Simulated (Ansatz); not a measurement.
# PbTe: the cost of one run

Program: Ansatz 0.2.0. Level of theory: DFT PBE, scalar-relativistic, plane waves, PAW. These are calculated values, not measurements.

The runs add the D3(BJ) dispersion term to the functional named.

**1. The system as given**

The structure is cubic, space group Fm-3m (No. 225). The conventional cell has a = 6.462 Å, b = 6.462 Å, c = 6.462 Å, α = 90.00°, β = 90.00°, γ = 90.00°. Te (site symmetry m-3m) has 6 Pb at 3.23 Å as nearest neighbours. Pb (site symmetry m-3m) has 6 Te at 3.23 Å as nearest neighbours.

Coordinates:

```cif
data_structure
_symmetry_space_group_name_H-M 'P 1'
_symmetry_Int_Tables_number 1
_cell_length_a 4.5693
_cell_length_b 4.5693
_cell_length_c 4.5693
_cell_angle_alpha 60.000
_cell_angle_beta 60.000
_cell_angle_gamma 60.000
_cell_volume 67.46
loop_
_atom_site_label
_atom_site_type_symbol
_atom_site_fract_x
_atom_site_fract_y
_atom_site_fract_z
_atom_site_occupancy
Te1 Te 0.50000 0.50000 0.50000 1
Pb1 Pb 0.00000 0.00000 0.00000 1
```

**2. First run, at the start cell**

File input.yaml:

```yaml
crystal:
  lattice:
    - [0.0, 3.231, 3.231]
    - [3.231, 0.0, 3.231]
    - [3.231, 3.231, 0.0]
  atoms:
    - { symbol: Te, position: [0.5, 0.5, 0.5] }
    - { symbol: Pb, position: [0.0, 0.0, 0.0] }
basis:
  ecutwfc: 420
  ecutrho_ratio: 4
kpoints:
  mp_grid: { grid: [6, 6, 6] }
hamiltonian:
  xc: pbe
  dispersion: d3bj
scf:
  occupations: { method: gaussian, width: 0.05 }
output:
  forces: true
  stress: true
  eigenvalues: true
```

The run is started by

```console
ansatz run input.yaml --threads 1 --pin off --max-ram 2560MiB --backend cpu --events-out ev --progress --plain --runs-dir out
```

What time and memory should one allow on 1 thread of Intel Xeon 6975P-C (Granite Rapids), shared host?

About 1 s, with a peak of 0.36 GiB.
